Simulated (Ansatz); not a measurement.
# Mg3Cd2S5: the cost of one run

Computed with Ansatz 0.2.0 (DFT PBE, scalar-relativistic, plane waves, PAW, unless a step's input says otherwise).

## (1) The structure to begin with

Symmetry: I4/mmm, No. 139, tetragonal system. Conventional cell: a = 3.945 Å, b = 3.945 Å, c = 27.894 Å, α = 90.00°, β = 90.00°, γ = 90.00°. Around Mg (site symmetry 4/mmm) lie 6 S at 2.79 Å. Mg (site symmetry 4mm) has 6 S at 2.79 Å in its first shell of neighbours. Around Cd (site symmetry 4mm) lie 6 S at 2.79 Å. S (site symmetry 4/mmm) has 4 Mg at 2.79 Å and 2 Cd at 2.79 Å in its first shell of neighbours. Around S (site symmetry 4mm) lie 4 Cd at 2.79 Å and 2 Mg at 2.79 Å. S (site symmetry 4mm) is surrounded by 5 Mg at 2.79 Å and 1 Cd at 2.79 Å.

Structure file:

```cif
data_structure
_symmetry_space_group_name_H-M 'P 1'
_symmetry_Int_Tables_number 1
_cell_length_a 14.2231
_cell_length_b 14.2231
_cell_length_c 14.2231
_cell_angle_alpha 164.058
_cell_angle_beta 164.058
_cell_angle_gamma 22.620
_cell_volume 217.03
loop_
_atom_site_label
_atom_site_type_symbol
_atom_site_fract_x
_atom_site_fract_y
_atom_site_fract_z
_atom_site_occupancy
Mg1 Mg 0.50000 0.50000 0.00000 1
Mg2 Mg 0.70000 0.70000 0.00000 1
Mg3 Mg 0.30000 0.30000 0.00000 1
Cd1 Cd 0.90000 0.90000 0.00000 1
Cd2 Cd 0.10000 0.10000 0.00000 1
S1 S 0.00000 0.00000 0.00000 1
S2 S 0.60000 0.60000 0.00000 1
S3 S 0.20000 0.20000 0.00000 1
S4 S 0.80000 0.80000 0.00000 1
S5 S 0.40000 0.40000 0.00000 1
```

The start is an ordering of an alloy on its end members' structure types: elements ordered on the sites of the MgS type, Cd/Mg on Mg (I4/mmm, No. 139).

## (2) The guess as it stands, on a coarse mesh

The input, input.yaml:

```yaml
crystal:
  lattice:
    - [-1.97239362, 1.97239362, 13.94692905]
    - [1.97239362, -1.97239362, 13.94692905]
    - [1.97239362, 1.97239362, -13.94692905]
  atoms:
    - { symbol: Mg, position: [0.5, 0.5, 0.0] }
    - { symbol: Mg, position: [0.7, 0.7, 0.0] }
    - { symbol: Mg, position: [0.3, 0.3, 0.0] }
    - { symbol: Cd, position: [0.9, 0.9, 0.0] }
    - { symbol: Cd, position: [0.1, 0.1, 0.0] }
    - { symbol: S, position: [0.0, 0.0, 0.0] }
    - { symbol: S, position: [0.6, 0.6, 0.0] }
    - { symbol: S, position: [0.2, 0.2, 0.0] }
    - { symbol: S, position: [0.8, 0.8, 0.0] }
    - { symbol: S, position: [0.4, 0.4, 0.0] }
basis:
  ecutwfc: 420
kpoints:
  mp_grid: { grid: [6, 6, 6] }
hamiltonian:
  xc: pbe
scf:
  occupations: { method: gaussian, width: 0.1 }
  lower_state_search: "off"
output:
  forces: true
  stress: true
  eigenvalues: true
```

On the command line:

```bash
> ansatz run input.yaml --threads 4 --pin off --max-ram 8192MiB --backend cpu --events-out ev --progress --plain --runs-dir out
```

What time and memory should one allow on 4 threads of Intel Xeon at 2.50GHz (Skylake/Cascade Lake), shared host?

About 18 s, with a peak of 0.78 GiB.
